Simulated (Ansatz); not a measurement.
# BAs3: the cost of one run

Method: DFT PBE, scalar-relativistic, plane waves, PAW, in Ansatz 0.2.0.

**1. The starting structure**

The cell holds 20 atoms (As15B5): a = 7.116 Å, b = 7.459 Å, c = 7.561 Å, α = 89.01°, β = 91.18°, γ = 88.09°.

It is the last frame of an earlier stage of the same melt, run at 1600 K.

Its coordinates follow in the input file.

**2. Stage at 300 K**

One k point, a Fermi-Dirac width of 0.050 eV and a fixed cell.

Contents of input.yaml:

```yaml
crystal:
  lattice:
    - [7.115002, 0.121684, -0.076226]
    - [0.121684, 7.457979, 0.065573]
    - [-0.076226, 0.065573, 7.560504]
  atoms:
    - { symbol: B, position: [0.1775010218, 0.4905331028, 0.8474575744] }
    - { symbol: B, position: [0.1817547812, 0.4905564776, 0.6216969747] }
    - { symbol: B, position: [0.2457273339, 0.4420305892, 0.0367845752] }
    - { symbol: B, position: [0.1879734947, 0.392610003, 0.4357720926] }
    - { symbol: B, position: [0.0818812783, 0.5970774777, 0.442490295] }
    - { symbol: As, position: [0.6662800074, 0.46794961, 0.2118773604] }
    - { symbol: As, position: [0.9208340589, 0.3082250193, 0.3577756785] }
    - { symbol: As, position: [0.6052781096, 0.9535405062, 0.0930065685] }
    - { symbol: As, position: [0.8341234772, 0.6639005091, 0.9629223366] }
    - { symbol: As, position: [0.9421805636, 0.3193218571, 0.6999219165] }
    - { symbol: As, position: [0.6203005576, 0.4215497716, 0.5987713388] }
    - { symbol: As, position: [0.0339222035, 0.9926083697, 0.9516743879] }
    - { symbol: As, position: [0.3681887342, 0.6673248487, 0.9901286837] }
    - { symbol: As, position: [0.9352153126, 0.968728251, 0.2648608493] }
    - { symbol: As, position: [0.336358126, 0.2991490964, 0.2325747921] }
    - { symbol: As, position: [0.3473796508, 0.7073059091, 0.6441695707] }
    - { symbol: As, position: [0.3337788729, 0.9678947558, 0.3005461911] }
    - { symbol: As, position: [0.8223406067, 0.6730088483, 0.4421229543] }
    - { symbol: As, position: [0.7188536907, 0.8983151841, 0.6757297885] }
    - { symbol: As, position: [0.7127899178, 0.2044892013, 0.9391085515] }
  symmetry: { detect: false }
basis:
  ecutwfc: 420
  xc_grid: 1
kpoints:
  mp_grid: { grid: [1, 1, 1], shift: [0.25, 0.25, 0.25] }
hamiltonian:
  xc: pbe
scf:
  occupations: { method: fermi_dirac, width: 0.05 }
  lower_state_search: "off"
  convergence: { dr2_threshold: 1.0e-05 }
output:
  forces: true
  stress: true
md:
  timestep: 1.5
  n_steps: 95
  ensemble: nvt_langevin
  friction: 0.03
  temperature: 300.0
  initial_velocities: maxwell_boltzmann
  seed: 88243
```

Started as:

```bash
$ ansatz run input.yaml --threads 2 --pin off --max-ram 5120MiB --backend cpu --events-out ev --progress --plain --runs-dir out
```

Q: Estimate wall time and peak memory on 2 threads of Arm Neoverse N1, shared host.

About 7 min, with a peak of 0.67 GiB.
